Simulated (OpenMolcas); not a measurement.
# Cr⁴⁺ in Cs2ZrCl6: CASSCF and CASPT2 levels and susceptibility

Which state of Cr⁴⁺ lies lowest among these ligands, how large is the field, and what χT follows?

Method: state-averaged CASSCF and CASPT2, spin-orbit coupling by RASSI with atomic mean-field integrals. Code: OpenMolcas 26.06.

### Step 1. The system

- Species: Cr⁴⁺ (chromium, Z = 24, 20 electrons)
- Basis: ANO-RCC-VDZP [5s4p2d1f], 142 functions with the ligands
- Scalar Hamiltonian: DKH2, point nucleus
- Inactive shells: 1s 2s 2p 3s 3p of the metal, and all ligand shells
- Active space: 2 electrons in 5 orbitals (3d)
- Some configurations of this space: 3d²
- Orbitals: optimised for each spin and parity, averaged over all roots

The outer shells:

3d2
```
3d [↑ ][↑ ][  ][  ][  ]
```

Cr⁴⁺ is taken with its 6 nearest chloride ions at 2.513 Å, on the cation site of Cs2ZrCl6 (a = 10.407 Å). The rest of the host is ab initio model potentials to 7.6 Å and point charges beyond; the distance is set by hand, nothing relaxes, and no local charge compensation is placed. Ligand basis ANO-RCC-VDZP.

```xyz
15

Cr    0.0000    0.0000    0.0000
Cl    2.5130    0.0000    0.0000
Cl    0.0000    2.5130    0.0000
Cl   -2.5130    0.0000    0.0000
Cl    0.0000   -2.5130    0.0000
Cl    0.0000    0.0000    2.5130
Cl    0.0000    0.0000   -2.5130
Cs    2.6018   -2.6018   -2.6018
Cs   -2.6018    2.6018    2.6018
Cs    2.6018   -2.6018    2.6018
Cs   -2.6018    2.6018   -2.6018
Cs    2.6018    2.6018   -2.6018
Cs   -2.6018   -2.6018    2.6018
Cs    2.6018    2.6018    2.6018
Cs   -2.6018   -2.6018   -2.6018
```

Each step is its own input file, run in one work folder so that later steps find the files of earlier ones. Labels, J, g values, rates, χT and fits are worked out afterwards by a script from the matrices that RASSI stores.

### Step 2. Basis and integrals

a.inp reads:

```
&GATEWAY
Basis set
Cr.ANO-RCC-VDZP.
Cr1 0.0 0.0 0.0 Angstrom
End of basis
Basis set
Cl.ANO-RCC-VDZP.
L1 2.513000 0.000000 0.000000 Angstrom
L2 0.000000 2.513000 0.000000 Angstrom
L3 0.000000 0.000000 2.513000 Angstrom
End of basis
Basis set
Cs.EMB-AIMP.Seijo.0s.0s.ECP.Cs2ZrCl6.
PseudoCharge
* 4 symmetry-unique lattice sites within 7.6 angstrom
End of basis
Basis set
Cl.EMB-AIMP.Seijo.0s.0s.ECP.Cs2ZrCl6.
PseudoCharge
* 12 symmetry-unique lattice sites within 7.6 angstrom
End of basis
Basis set
Zr.EMB-AIMP.Seijo.0s.0s.ECP.Cs2ZrCl6.
PseudoCharge
* 6 symmetry-unique lattice sites within 7.6 angstrom
End of basis
Symmetry
XYZ
AngMom=0.0 0.0 0.0
AMFI
RICD
XField
1385 Angstrom 0
* Evjen-weighted lattice charges
&SEWARD
```

On the command line:

```bash
OMP_NUM_THREADS=1 MOLCAS_MEM=2457 MOLCAS_PROJECT=a pymolcas a.inp > a.log
```

### Step 3. CASSCF: triplets, 10 roots

a.inp reads:

```
&RASSCF
FileOrb=start.orb
Symmetry=1
Spin=3
nActEl=2 0 0
Inactive=30 33
Ras2=5 0
CIRoot=10 10 1
SDav=10
CIMx=300
Iter=150 100
PrWF=0.3
OrbListing=Nothing
MaxOrb=0
LevShft=1.0
>>> COPY $Project.JobIph JOB001
```

start.orb holds start orbitals that the driver prepared beforehand, or those of the step before.

### Step 4. CASSCF: singlets, 15 roots

a.inp reads:

```
&RASSCF
FileOrb=start.orb
Symmetry=1
Spin=1
nActEl=2 0 0
Inactive=30 33
Ras2=5 0
CIRoot=15 15 1
SDav=15
CIMx=300
Iter=150 100
PrWF=0.3
OrbListing=Nothing
MaxOrb=0
LevShft=1.0
>>> COPY $Project.JobIph JOB002
```

### Step 5. State interaction with spin-orbit coupling

a.inp reads:

```
&RASSI
NrOfJobIphs=2 10 15
1 2 3 4 5 6 7 8 9 10
1 2 3 4 5 6 7 8 9 10 11 12 13 14 15
IphNames
JOB001
JOB002
EJob
SpinOrbit
DIPRint=1.0
SOCoupling=1000.0
Subsets=2
Property=9
'ANGMOM' 1 'ANGMOM' 2 'ANGMOM' 3 'MLTPL  1' 1 'MLTPL  1' 2 'MLTPL  1' 3
'AMFI' 1 'AMFI' 2 'AMFI' 3
SOProperty=3
'ANGMOM' 1 'ANGMOM' 2 'ANGMOM' 3
```

### Step 6. CASPT2: IPEA 0.25, imaginary shift 0.1 (closed shells correlated: 3s 3p of the metal, with ligand shells; the Frozen line counts the rest)

a.inp reads:

```
>>> COPY JOB001 $Project.JobIph
&CASPT2
Multistate=10 1 2 3 4 5 6 7 8 9 10
NoMult
Frozen=17 18
IPEA=0.25
Imaginary=0.1
MaxIter=60
WThr=0.0 0.3 0.05
PrWF=0.5
NoMix
>>> COPY JOB002 $Project.JobIph
&CASPT2
Multistate=15 1 2 3 4 5 6 7 8 9 10 11 12 13 14 15
NoMult
Frozen=17 18
IPEA=0.25
Imaginary=0.1
MaxIter=60
WThr=0.0 0.3 0.05
PrWF=0.5
NoMix
```

(Steps that only read results are left out.)

Q: Predict the outcome of this session. Wanted: spin-free ground state; first state of the same spin within the active space; lowest level; next level.

As calculated:

```
                                            quantity                                                                                                                                          value
                                              method  SS-CASPT2, IPEA 0.25, imaginary shift 0.1 (closed shells correlated: 3s 3p of the metal, with ligand shells; the Frozen line counts the rest)
                              spin-free ground state                                                                                                                3T1, 3-fold in its orbital part
first state of the same spin within the active space                                                                                                                              3T2 at 23800 cm⁻¹
                                        lowest level                                                                                                                 2-fold E, g = 0.00, 0.00, 0.00
                                          next level                                                                                                                                       4.9 cm⁻¹
                                         χT at 300 K                                                                                                                                 0.75 cm³ K/mol
                           effective moment at 300 K                                                                                                                                        2.45 μB
```

Cost by method:

| method | time of its own steps | time with the reference |
| --- | --- | --- |
| A. CASSCF | 26 s | 26 s |
| B. SS-CASPT2, IPEA 0.25, imaginary shift 0.1, +3s 3p | 68 s | 94 s |

Times are of one thread on a shared host.

What this shows: The spin-free ground state (3T1) is 3-fold and keeps the highest spin of the shell. χT at 300 K is 0.75, against 1.00 cm³ K/mol for the spin alone, so spin-orbit coupling lowers it. A ligand-field fit to the states below 45000 cm-1 gives 10Dq = 22548 cm-1, B = 654 cm-1 and C = 1641 cm-1 (C/B = 2.51), with a deviation of 1087 cm-1. CASPT2 does not keep the components of a term degenerate, and the means are used. The bonds are covalent and no ligand orbital is active, so the numbers are rough.
